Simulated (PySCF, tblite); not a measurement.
# C₇H₁₁B₂Cl: geometry, infrared bands and NMR shifts

What infrared bands and NMR shifts should C₇H₁₁B₂Cl (`Cl[C@H]1[C@@H]2BC=C[C@H]1CBC2`) show?

Computed with tblite 0.8.0 and PySCF 2.14.0, with density-fitted response routines of our own, on a single molecule in the gas phase. Atoms count from 0, in the outputs and in this text.

## 1. Starting geometry

21 atoms, charge 0, multiplicity 1; geometry from: force field or distance geometry start.

Bonds of the start (Å): Cl0–C1 1.75, C1–C2 1.51, C2–B3 1.58, B3–C4 1.56, C4–C5 1.34, C5–C6 1.50, C6–C7 1.50, C7–B8 1.61, B8–C9 1.60, C6–C1 1.51, C9–C2 1.51, C1–H10 1.13, C2–H11 1.13, B3–H12 1.20, C4–H13 1.09, C5–H14 1.11, C6–H15 1.10, C7–H16 1.11, C7–H17 1.12, B8–H18 1.18, C9–H19 1.09, C9–H20 1.11.

## 2. Geometry optimisation with GFN2-xTB

What the job is given:

```
{"job": {"kind": "relax", "xc": "GFN2-xTB", "basis": "xTB"}, "charge": 0, "multiplicity": 1}
Cl    -1.715500     2.204000    -0.038900
C     -0.390800     1.206300     0.507200
C     -0.927300    -0.100400     1.037400
B      0.288400    -0.996100     1.494300
C      1.701500    -0.650700     0.939400
C      1.826500     0.343100     0.056000
C      0.659100     1.044300    -0.561400
C      0.208700     0.194600    -1.706700
B     -0.661500    -1.065600    -1.222700
C     -1.734300    -0.714700    -0.084200
H      0.128300     1.720400     1.368400
H     -1.657600     0.092000     1.882400
H      0.226000    -1.656700     2.498900
H      2.594700    -1.208400     1.238800
H      2.838400     0.689000    -0.233300
H      0.980600     2.035400    -0.917700
H      1.101500    -0.200400    -2.226800
H     -0.446700     0.758900    -2.418600
H     -0.289500    -2.178400    -1.338000
H     -2.339600    -1.578400     0.206100
H     -2.399800     0.078700    -0.481000
```

On the command line:

```sh
$ OMP_NUM_THREADS=1 python probes_run.py task.json out
```

One launch serves the whole session: the jobs run in the order shown.

**Question.** This job is followed by: GFN2-xTB harmonic vibrations, gas phase; GIAO PBE0/pcSseg-1 NMR shielding, non-relativistic, gas phase. Predict these results of the whole session: strongest single infrared mode (GFN2-xTB); zero-point energy (GFN2-xTB); 13C shifts against TMS (PBE0/pcSseg-1); 1H shifts against TMS (PBE0/pcSseg-1); 35Cl shifts against HCl (PBE0/pcSseg-1); 11B shifts against BF3·OEt2 (PBE0/pcSseg-1).

**Answer**, as computed:

| quantity | value |
| --- | --- |
| strongest single infrared mode (GFN2-xTB) | 2643 cm⁻¹, 159 km/mol |
| zero-point energy (GFN2-xTB) | 103.2 kcal/mol |
| 13C shifts against TMS (PBE0/pcSseg-1) | 184.8, 134.3, 72.1, 45.6, 38.9, 31.0, 23.1 ppm |
| 1H shifts against TMS (PBE0/pcSseg-1) | 8.03, 7.89, 6.82, 6.73, 4.65, 2.84, 2.52, 2.07, 2.00, 1.85, 1.84 ppm |
| 35Cl shifts against HCl (PBE0/pcSseg-1) | 147 ppm |
| 11B shifts against BF3·OEt2 (PBE0/pcSseg-1) | 89.3, 68.5 ppm |

Over 69 steps the energy fell by 0.700 eV; of the close pairs, Cl0–C1 changed most, 1.746 to 1.801 Å. All 57 modes are real, so the xTB geometry is a minimum. The strongest single mode, at 2643 cm⁻¹, moves mainly H12. GFN2-xTB is a fitted tight-binding method: band positions and strengths are rough. Its intensities can rank the bands wrongly. At PBE0/pcSseg-1: The largest span, 528 ppm, is at Cl0, where the paramagnetic term is -345 ppm.
